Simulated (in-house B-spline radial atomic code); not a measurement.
# Ge³⁺: excited configurations

Wanted: excitation energies of Ge³⁺ as differences of total energies (ΔSCF).

Program: in-house B-spline radial atomic code version 1. Level of theory: non-relativistic RPBE, spin-polarised, spherical fractional occupations, point nucleus, basis-set limit. These are calculated values, not measurements, unless marked.

### 1 Starting point

- element: germanium (Z = 32)
- charge: +3
- electrons: 29
- configuration: [Ar] 3d10 4s1
- Hamiltonian: non-relativistic
- nucleus: point

The outer shells:

[Ar] 3d10 4s1
```
[Ar] core
3d [↑↓][↑↓][↑↓][↑↓][↑↓]
4s [↑ ]
```

Where spins are not typed, each open shell is filled with up spins first.

Settings, as recorded:

```ini
Z = 32
electrons = 29.0
configuration = [Ar] 3d10 4s1
hamiltonian = nr
method = rpbe,pbe
spin_polarised = True
```

From the earlier run of the reference: total energy -2074.774635 hartree. Levels, eight at most:

```
orbital  occupation  energy (eV)  <r> (bohr)
2p down           3     -1224.01      0.1853
  3s up           1      -196.85      0.6349
3s down           1      -196.73      0.6344
  3p up           3      -148.18      0.6514
3p down           3      -148.04      0.6504
  3d up           5      -63.756      0.7237
3d down           5      -63.486      0.7187
  4s up           1      -40.344       1.875
```

### 2 Run with [Ar] 3d10 4d1

Settings, as recorded:

```ini
Z = 32
electrons = 29.0
configuration = [Ar] 3d10 4d1
hamiltonian = nr
method = rpbe,pbe
spin_polarised = True
```

The program writes no log. Results of the run, from its result record (rounded, main fields):

```text
{
  "status": "converged",
  "iterations": 10,
  "energy [hartree]": {"total": -2073.91925562, "kinetic": 2072.64744175, "nuclear": -4922.48028492, "coulomb": 853.822055835, "xc": -77.9084682861},
  "orbitals [hartree, bohr; first row names the columns]": [
    ["name", "occ", "eps", "<r>"],
    ["1s up", 1.0, -398.49241, 0.047848],
    ["1s down", 1.0, -398.49244, 0.047848],
    ["2s up", 1.0, -50.553644, 0.2138],
    ["2s down", 1.0, -50.551847, 0.2138],
    ["2p up", 3.0, -45.153483, 0.18525],
    ["2p down", 3.0, -45.152191, 0.18524],
    ["3s up", 1.0, -7.4062217, 0.63453],
    ["3s down", 1.0, -7.4041485, 0.63448],
    ["3p up", 3.0, -5.6168489, 0.65055],
    ["3p down", 3.0, -5.6145274, 0.65043],
    ["3d up", 5.0, -2.5077577, 0.71673],
    ["3d down", 5.0, -2.5044371, 0.71624],
    ["4d up", 1.0, -0.70936606, 2.9895]
  ],
  "sum_r [bohr^k]": {"-1": 153.8275, "1": 16.96111, "2": 20.8965},
  "energy_minus_base [hartree]": 0.855378887
}
```

It took 0.06 s on 1 thread, shared host.

energy_minus_base is the energy less that of the reference run.

### 3 Configuration [Ar] 3d10 4p1

Settings, as recorded:

```ini
Z = 32
electrons = 29.0
configuration = [Ar] 3d10 4p1
hamiltonian = nr
method = rpbe,pbe
spin_polarised = True
```

Result record:

```text
{
  "status": "converged",
  "iterations": 9,
  "energy [hartree]": {"total": -2074.4107558, "kinetic": 2073.13401815, "nuclear": -4926.75917342, "coulomb": 857.212170626, "xc": -77.9977711578},
  "orbitals [hartree, bohr; first row names the columns]": [
    ["name", "occ", "eps", "<r>"],
    ["1s up", 1.0, -398.36229, 0.047848],
    ["1s down", 1.0, -398.36024, 0.047848],
    ["2s up", 1.0, -50.436409, 0.21381],
    ["2s down", 1.0, -50.435931, 0.21381],
    ["2p up", 3.0, -45.035565, 0.18525],
    ["2p down", 3.0, -45.033972, 0.18526],
    ["3s up", 1.0, -7.2881489, 0.63469],
    ["3s down", 1.0, -7.285065, 0.63438],
    ["3p up", 3.0, -5.4992804, 0.651],
    ["3p down", 3.0, -5.4953381, 0.65038],
    ["3d up", 5.0, -2.394276, 0.72121],
    ["3d down", 5.0, -2.3870983, 0.71758],
    ["4p up", 1.0, -1.1455526, 2.1497]
  ],
  "sum_r [bohr^k]": {"-1": 153.9612, "1": 16.15164, "2": 16.07385},
  "energy_minus_base [hartree]": 0.363878699
}
```

Run time: 0.06 s. Hardware: 1 thread, shared host.

### 4 Run with [Ar] 3d9 4s1 5s1

Settings, as recorded:

```ini
Z = 32
electrons = 29.0
configuration = [Ar] 3d9 4s1 5s1
hamiltonian = nr
method = rpbe,pbe
spin_polarised = True
```

Result record:

```text
{
  "status": "converged",
  "iterations": 10,
  "energy [hartree]": {"total": -2072.82573575, "kinetic": 2071.58233536, "nuclear": -4906.98946467, "coulomb": 839.872893996, "xc": -77.2915004408},
  "orbitals [hartree, bohr; first row names the columns]": [
    ["name", "occ", "eps", "<r>"],
    ["1s up", 1.0, -399.01484, 0.047849],
    ["1s down", 1.0, -399.01054, 0.047849],
    ["2s up", 1.0, -51.141892, 0.21383],
    ["2s down", 1.0, -51.107513, 0.21376],
    ["2p up", 3.0, -45.73389, 0.1853],
    ["2p down", 3.0, -45.707965, 0.18521],
    ["3s up", 1.0, -7.9050538, 0.62923],
    ["3s down", 1.0, -7.8466582, 0.6293],
    ["3p up", 3.0, -6.1093963, 0.64267],
    ["3p down", 3.0, -6.0497626, 0.64261],
    ["3d up", 5.0, -2.9856874, 0.68875],
    ["3d down", 4.0, -2.9210254, 0.6883],
    ["4s up", 1.0, -1.7575866, 1.7507],
    ["5s up", 1.0, -0.7383239, 3.7726]
  ],
  "sum_r [bohr^k]": {"-1": 153.3434, "1": 18.46946, "2": 28.79492},
  "energy_minus_base [hartree]": 1.94889875
}
```

Wall time 0.07 s (1 thread, shared host).

### 5 Run with 1s2 2s2 2p6 3s2 3p6 3d5,4 4s1,0 4f1,0

In configurations, two counts after a shell (as in p1,2) give the electrons with spin up and with spin down.

Settings, as recorded:

```ini
Z = 32
electrons = 29.0
configuration = 1s2 2s2 2p6 3s2 3p6 3d5,4 4s1,0 4f1,0
hamiltonian = nr
method = rpbe,pbe
spin_polarised = True
```

Result record:

```text
{
  "status": "converged",
  "iterations": 10,
  "energy [hartree]": {"total": -2072.5313795, "kinetic": 2071.29101341, "nuclear": -4905.3583882, "coulomb": 838.77589649, "xc": -77.2399011907},
  "orbitals [hartree, bohr; first row names the columns]": [
    ["name", "occ", "eps", "<r>"],
    ["1s up", 1.0, -399.06029, 0.047849],
    ["1s down", 1.0, -399.0569, 0.047849],
    ["2s up", 1.0, -51.182745, 0.21383],
    ["2s down", 1.0, -51.148982, 0.21375],
    ["2p up", 3.0, -45.775205, 0.18529],
    ["2p down", 3.0, -45.749951, 0.18521],
    ["3s up", 1.0, -7.9421318, 0.62903],
    ["3s down", 1.0, -7.8850019, 0.62916],
    ["3p up", 3.0, -6.1461394, 0.64232],
    ["3p down", 3.0, -6.0879275, 0.64238],
    ["3d up", 5.0, -3.0211833, 0.68762],
    ["3d down", 4.0, -2.9583357, 0.68737],
    ["4s up", 1.0, -1.785154, 1.7517],
    ["4f up", 1.0, -0.44517622, 4.159]
  ],
  "sum_r [bohr^k]": {"-1": 153.2924, "1": 18.84542, "2": 32.38833},
  "energy_minus_base [hartree]": 2.24325501
}
```

Run time: 0.07 s. Hardware: 1 thread, shared host.

### 6 Configuration 1s2 2s2 2p6 3s2 3p6 3d4,5 4s0,1 4p0,1

Settings, as recorded:

```ini
Z = 32
electrons = 29.0
configuration = 1s2 2s2 2p6 3s2 3p6 3d4,5 4s0,1 4p0,1
hamiltonian = nr
method = rpbe,pbe
spin_polarised = True
```

Result record:

```text
{
  "status": "converged",
  "iterations": 9,
  "energy [hartree]": {"total": -2073.43914424, "kinetic": 2072.18700936, "nuclear": -4913.99249089, "coulomb": 845.842628738, "xc": -77.4762914572},
  "orbitals [hartree, bohr; first row names the columns]": [
    ["name", "occ", "eps", "<r>"],
    ["1s up", 1.0, -398.78662, 0.04785],
    ["1s down", 1.0, -398.7922, 0.04785],
    ["2s up", 1.0, -50.893798, 0.21376],
    ["2s down", 1.0, -50.928414, 0.21384],
    ["2p up", 3.0, -45.492417, 0.18522],
    ["2p down", 3.0, -45.519708, 0.18531],
    ["3s up", 1.0, -7.6373689, 0.62947],
    ["3s down", 1.0, -7.6968855, 0.62939],
    ["3p up", 3.0, -5.8405502, 0.64293],
    ["3p down", 3.0, -5.9015596, 0.64306],
    ["3d up", 4.0, -2.7136434, 0.6905],
    ["3d down", 5.0, -2.780742, 0.69258],
    ["4s down", 1.0, -1.6422143, 1.7945],
    ["4p down", 1.0, -1.251642, 2.0331]
  ],
  "sum_r [bohr^k]": {"-1": 153.5623, "1": 16.80429, "2": 17.89173},
  "energy_minus_base [hartree]": 1.33549026
}
```

Wall time 0.06 s (1 thread, shared host).

### 7 Configuration 1s2 2s2 2p6 3s2 3p3,2 3d10 4s0,1 5p1,0

Settings, as recorded:

```ini
Z = 32
electrons = 29.0
configuration = 1s2 2s2 2p6 3s2 3p3,2 3d10 4s0,1 5p1,0
hamiltonian = nr
method = rpbe,pbe
spin_polarised = True
```

Result record:

```text
{
  "status": "converged",
  "iterations": 10,
  "energy [hartree]": {"total": -2069.56360264, "kinetic": 2068.31785038, "nuclear": -4898.61507053, "coulomb": 837.827997715, "xc": -77.0943802006},
  "orbitals [hartree, bohr; first row names the columns]": [
    ["name", "occ", "eps", "<r>"],
    ["1s up", 1.0, -399.25352, 0.047846],
    ["1s down", 1.0, -399.23194, 0.047843],
    ["2s up", 1.0, -51.196227, 0.21375],
    ["2s down", 1.0, -51.181497, 0.21372],
    ["2p up", 3.0, -45.815272, 0.18514],
    ["2p down", 3.0, -45.789678, 0.18515],
    ["3s up", 1.0, -7.9600878, 0.62835],
    ["3s down", 1.0, -7.9015491, 0.62983],
    ["3p up", 3.0, -6.1634772, 0.64106],
    ["3p down", 2.0, -6.1069766, 0.64343],
    ["3d up", 5.0, -3.02327, 0.68406],
    ["3d down", 5.0, -2.9807387, 0.69134],
    ["4s down", 1.0, -1.7772015, 1.7551],
    ["5p up", 1.0, -0.62226929, 4.2275]
  ],
  "sum_r [bohr^k]": {"-1": 153.0817, "1": 18.96177, "2": 33.0317},
  "energy_minus_base [hartree]": 5.21103187
}
```

It took 0.07 s on 1 thread, shared host.

### 8 1s2 2s2 2p6 3s2 3p6 3d4,5 4s0,1 4d0,1

Settings, as recorded:

```ini
Z = 32
electrons = 29.0
configuration = 1s2 2s2 2p6 3s2 3p6 3d4,5 4s0,1 4d0,1
hamiltonian = nr
method = rpbe,pbe
spin_polarised = True
```

Result record:

```text
{
  "status": "converged",
  "iterations": 10,
  "energy [hartree]": {"total": -2072.89125459, "kinetic": 2071.64582134, "nuclear": -4909.80937935, "coulomb": 842.630963045, "xc": -77.358659628},
  "orbitals [hartree, bohr; first row names the columns]": [
    ["name", "occ", "eps", "<r>"],
    ["1s up", 1.0, -398.91616, 0.047849],
    ["1s down", 1.0, -398.91938, 0.047849],
    ["2s up", 1.0, -51.005372, 0.21375],
    ["2s down", 1.0, -51.041331, 0.21384],
    ["2p up", 3.0, -45.606566, 0.18521],
    ["2p down", 3.0, -45.633383, 0.1853],
    ["3s up", 1.0, -7.7506612, 0.62947],
    ["3s down", 1.0, -7.8093253, 0.62925],
    ["3p up", 3.0, -5.9538512, 0.64285],
    ["3p down", 3.0, -6.0135896, 0.64269],
    ["3d up", 4.0, -2.8249731, 0.68941],
    ["3d down", 5.0, -2.8897791, 0.68979],
    ["4s down", 1.0, -1.7021695, 1.7836],
    ["4d down", 1.0, -0.75508369, 2.7436]
  ],
  "sum_r [bohr^k]": {"-1": 153.4315, "1": 17.48396, "2": 21.72342},
  "energy_minus_base [hartree]": 1.88337992
}
```

Run time: 0.06 s. Hardware: 1 thread, shared host.

### 9 The excitation energies

| net move | configuration | 2|M_S|+1 | energy above the reference (eV) | largest <r> (bohr) |
| --- | --- | --- | --- | --- |
| 4s → 4p | [Ar] 3d10 4p1 | 2 | 9.902 | 2.15 |
| 4s → 4d | [Ar] 3d10 4d1 | 2 | 23.276 | 2.99 |
| 3d → 4p, spins typed | 1s2 2s2 2p6 3s2 3p6 3d4,5 4s0,1 4p0,1 | 4 | 36.341 | 2.03 |
| 3d → 4d, spins typed | 1s2 2s2 2p6 3s2 3p6 3d4,5 4s0,1 4d0,1 | 4 | 51.249 | 2.74 |
| 3d → 5s | [Ar] 3d9 4s1 5s1 | 4 | 53.032 | 3.77 |
| 3d → 4f, spins typed | 1s2 2s2 2p6 3s2 3p6 3d5,4 4s1,0 4f1,0 | 4 | 61.042 | 4.16 |
| 3p → 5p, spins typed | 1s2 2s2 2p6 3s2 3p3,2 3d10 4s0,1 5p1,0 | 2 | 141.80 | 4.23 |

The energies run from 9.902 eV (4s → 4p) to 141.80 eV (3p → 5p, spins typed). 1 of them lies more than 60 % above minus the reference's highest level (40.344 eV), in the range where a state can decay by emitting an electron. The reference has 2|M_S|+1 = 2; 4 of the configurations differ from it in spin. These are spherical averages at the typed spins, not spectroscopic levels.
